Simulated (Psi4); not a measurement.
# CIF2 (SMILES F[C](F)I), run twice

Wanted: the charge distribution of CIF2, URPBE/3-21G.

The calculation is run with Psi4 1.11.

3 further runs of the same task are left out: 3 set aside as unsound or not needed.

**1. The system as given**

The species is CIF2 (4 atoms), meant as a doublet with charge 0. SMILES: `F[C](F)I`. The coordinates come from a PBE0-D4/def2-TZVP relaxation.

Bond lengths: F1–C2 1.314 Å, C2–F3 1.314 Å, C2–I4 2.114 Å. Angles: F1–C2–F3 109.8°, F1–C2–I4 114.8°, F3–C2–I4 114.8°.

**2. First attempt**

Contents of job.json:

```json
{
  "schema_name": "qcschema_input",
  "schema_version": 1,
  "molecule": {
    "schema_name": "qcschema_molecule",
    "schema_version": 2,
    "symbols": ["F", "C", "F", "I"],
    "geometry": [2.2894032, 0.15949288, 1.2205741, -0.09939959, -0.18746083, 0.64212894, -0.47772276, -2.56133479, 0.0234326, 0.56200455, -0.18746083, 0.64212894],
    "molecular_charge": 0,
    "molecular_multiplicity": 2
  },
  "driver": "energy",
  "model": {
    "method": "rpbe",
    "basis": "3-21G"
  },
  "keywords": {
    "reference": "uks",
    "scf_type": "pk",
    "scf_properties": ["ESP_AT_NUCLEI", "MULLIKEN_CHARGES", "MBIS_CHARGES", "MULTIPOLE(3)", "MAYER_INDICES"]
  }
}
```

Started as:

```console
psi4 --qcschema job.json -n 1 --memory 1600MB
```

stdout:

```text
[...]
  Running in c1 symmetry.
[...]
  Nuclear repulsion =  980.499559657593863
[...]
  Multiplicity = 2
[...]
  Nalpha       = 39
  Nbeta        = 38
[...]
    Number of basis functions: 60
[...]
   @UKS iter   1: -7046.54830592733833    4.75074e+01   2.26816e-02 ADIIS/DIIS
[...]
   @UKS iter  10: -7047.22520069553593   -1.68739e-08   5.72213e-07 DIIS
[...]
   @S^2 Observed:                7.516952599E-01
[...]
    Orbital Energies [Eh]
    ---------------------
    Alpha Occupied:
       1A   -1159.307707     2A   -177.503749     3A   -166.359692
       4A   -166.263967     5A   -166.261371     6A    -39.496377
       7A    -34.292138     8A    -33.493590     9A    -33.484048
      10A    -26.442559    11A    -25.740555    12A    -25.733413
      13A    -25.330850    14A    -25.329062    15A    -24.470078
      16A    -24.211834    17A    -19.149318    18A     -7.498692
      19A     -6.780780    20A     -6.731942    21A     -5.362728
      22A     -4.116880    23A     -4.036393    24A     -3.545247
      25A     -3.534213    26A     -2.188532    27A     -1.576324
      28A     -1.442890    29A     -1.134067    30A     -0.960150
      31A     -0.835849    32A     -0.700087    33A     -0.617755
      34A     -0.583975    35A     -0.510031    36A     -0.371368
[...]
  @UKS Final Energy: -7047.22520069553593
   => Energetics <=
    Nuclear Repulsion Energy =            980.4995596575938634
    One-Electron Energy =              -11459.6094552782269602
    Two-Electron Energy =                3638.8728795022761915
    DFT Exchange-Correlation Energy =    -206.9881845771785436
    Empirical Dispersion Energy =           0.0000000000000000
    VV10 Nonlocal Energy =                  0.0000000000000000
    Total Energy =                      -7047.2252006955359320
[...]
 Multipole Moments:
 ------------------------------------------------------------------------------------
     Multipole            Electronic (a.u.)      Nuclear  (a.u.)        Total (a.u.)
 ------------------------------------------------------------------------------------
 L = 1.  Multiply by 2.5417464519 to convert [e a0] to [Debye]
 Dipole X            :         -0.1673438           -0.0113689           -0.1787127
 Dipole Y            :          1.9554087           -1.4807578            0.4746509
 Dipole Z            :         -0.0158494           -0.0294053           -0.0452548
 Magnitude           :                                                    0.5091951
[...]
  Mulliken Charges: (a.u.)
   Center  Symbol    Alpha    Beta     Spin     Total
       1     F     4.65417  4.68618 -0.03201 -0.34036
       2     C     2.52373  2.63575 -0.11202  0.84053
       3     F     4.66085  4.66799 -0.00713 -0.32884
       4     I    27.16125 26.01008  1.15117 -0.17134
   Total alpha = 39.00000, Total beta = 38.00000, Total charge =  0.00000
[...]
```

The result, in JSON:

```text
{
 "driver": "energy",
 "model": {
  "method": "rpbe",
  "basis": "3-21G"
 },
 "success": true,
 "return_result": -7047.225200695536,
 "properties": {
  "calcinfo_nbasis": 60,
  "calcinfo_nmo": 60,
  "calcinfo_nalpha": 39,
  "calcinfo_nbeta": 38,
  "calcinfo_natom": 4,
  "nuclear_repulsion_energy": 980.4995596575939,
  "return_energy": -7047.225200695536,
  "scf_one_electron_energy": -11459.609455278227,
  "scf_two_electron_energy": 3638.872879502276,
  "scf_xc_energy": -206.98818457717854,
  "scf_dipole_moment": [-0.17871266414164988, 0.4746509109620185, -0.045254764313213264],
  "scf_total_energy": -7047.225200695536,
  "scf_iterations": 10
 }
}
```

Wall time 15 s (1 thread of Intel Xeon 6975P-C (Granite Rapids), shared host); peak memory 0.33 GiB.

**3. Reading the log**

The run finished; that doesn't make the result usable.

The fault: two atoms lie on top of or far too near each other. As the program read them, the closest atoms are 0.35 Å apart, against 1.31 Å in the sound input.

**4. Try two**

Contents of cf2i.json:

```json
{
 "schema_name": "qcschema_input",
 "schema_version": 1,
 "molecule": {
  "schema_name": "qcschema_molecule",
  "schema_version": 2,
  "symbols": ["F", "C", "F", "I"],
  "geometry": [2.2894032, 0.15949288, 1.2205741, -0.09939959, -0.18746083, 0.64212894, -0.47772276, -2.56133479, 0.0234326, -1.60740104, 2.47535225, -1.92468606],
  "molecular_charge": 0,
  "molecular_multiplicity": 2
 },
 "driver": "energy",
 "model": {
  "method": "rpbe",
  "basis": "3-21G"
 },
 "keywords": {
  "reference": "uks",
  "scf_type": "pk",
  "scf_properties": ["ESP_AT_NUCLEI", "MULLIKEN_CHARGES", "MBIS_CHARGES", "MULTIPOLE(3)", "MAYER_INDICES"]
 }
}
```

Started as:

```console
psi4 --qcschema cf2i.json -n 1 --memory 1600MB
```

stdout, shortened:

```text
[...]
  Running in c1 symmetry.
[...]
  Nuclear repulsion =  315.983194822397195
[...]
  Multiplicity = 2
[...]
  Nalpha       = 39
  Nbeta        = 38
[...]
    Number of basis functions: 60
[...]
   @UKS iter   1: -7126.58544755145431   -2.07534e+00   7.06791e-03 DIIS/ADIIS
[...]
   @UKS iter   8: -7126.63980938490295   -2.88791e-07   9.54191e-07 DIIS
[...]
   @S^2 Observed:                7.514055944E-01
[...]
  @UKS Final Energy: -7126.63980938490295
   => Energetics <=
    Nuclear Repulsion Energy =            315.9831948223971949
    One-Electron Energy =              -10435.4625605367800745
    Two-Electron Energy =                3195.0625548315415472
    DFT Exchange-Correlation Energy =    -202.2229985020611309
    Empirical Dispersion Energy =           0.0000000000000000
    VV10 Nonlocal Energy =                  0.0000000000000000
    Total Energy =                      -7126.6398093849029465
[...]
 Multipole Moments:
 ------------------------------------------------------------------------------------
     Multipole            Electronic (a.u.)      Nuclear  (a.u.)        Total (a.u.)
 ------------------------------------------------------------------------------------
 L = 1.  Multiply by 2.5417464519 to convert [e a0] to [Debye]
 Dipole X            :         -4.8058117            4.8434117            0.0376000
 Dipole Y            :          7.4215326           -7.4397049           -0.0181724
 Dipole Z            :         -5.7603893            5.7147135           -0.0456758
 Magnitude           :                                                    0.0618892
[...]
  Mulliken Charges: (a.u.)
   Center  Symbol    Alpha    Beta     Spin     Total
       1     F     4.65142  4.56733  0.08409 -0.21875
       2     C     3.22116  2.55686  0.66430  0.22198
       3     F     4.65142  4.56733  0.08409 -0.21875
       4     I    26.47600 26.30848  0.16752  0.21552
   Total alpha = 39.00000, Total beta = 38.00000, Total charge =  0.00000
[...]
```

The result, in JSON:

```text
{
 "driver": "energy",
 "model": {
  "method": "rpbe",
  "basis": "3-21G"
 },
 "success": true,
 "return_result": -7126.639809384903,
 "properties": {
  "calcinfo_nbasis": 60,
  "calcinfo_nmo": 60,
  "calcinfo_nalpha": 39,
  "calcinfo_nbeta": 38,
  "calcinfo_natom": 4,
  "nuclear_repulsion_energy": 315.9831948223972,
  "return_energy": -7126.639809384903,
  "scf_one_electron_energy": -10435.46256053678,
  "scf_two_electron_energy": 3195.0625548315415,
  "scf_xc_energy": -202.22299850206113,
  "scf_dipole_moment": [0.03759998136805809, -0.018172353244163553, -0.045675787891618747],
  "scf_total_energy": -7126.639809384903,
  "scf_iterations": 8
 }
}
```

It took 14 s on 1 thread of Intel Xeon 6975P-C (Granite Rapids), shared host; peak memory 0.31 GiB.

Atomic charges (e):

| atom | MBIS | Mulliken |
| --- | --- | --- |
| F1 | -0.102 | -0.219 |
| C2 | +0.239 | +0.222 |
| F3 | -0.102 | -0.219 |
| I4 | -0.036 | +0.216 |

**5. Summary of results**

Level: URPBE/3-21G.

| quantity | value |
| --- | --- |
| total energy | -7126.63981 Eh |
| dipole moment | 0.16 D |
| HOMO energy (highest over α and β) | -4.78 eV |
| LUMO energy (lowest over α and β) | -3.12 eV |
| ⟨S²⟩ | 0.751 |

In words: The first attempt's energy was +2160.982 eV off this one. Relativity is left out although the molecule holds a heavy atom.
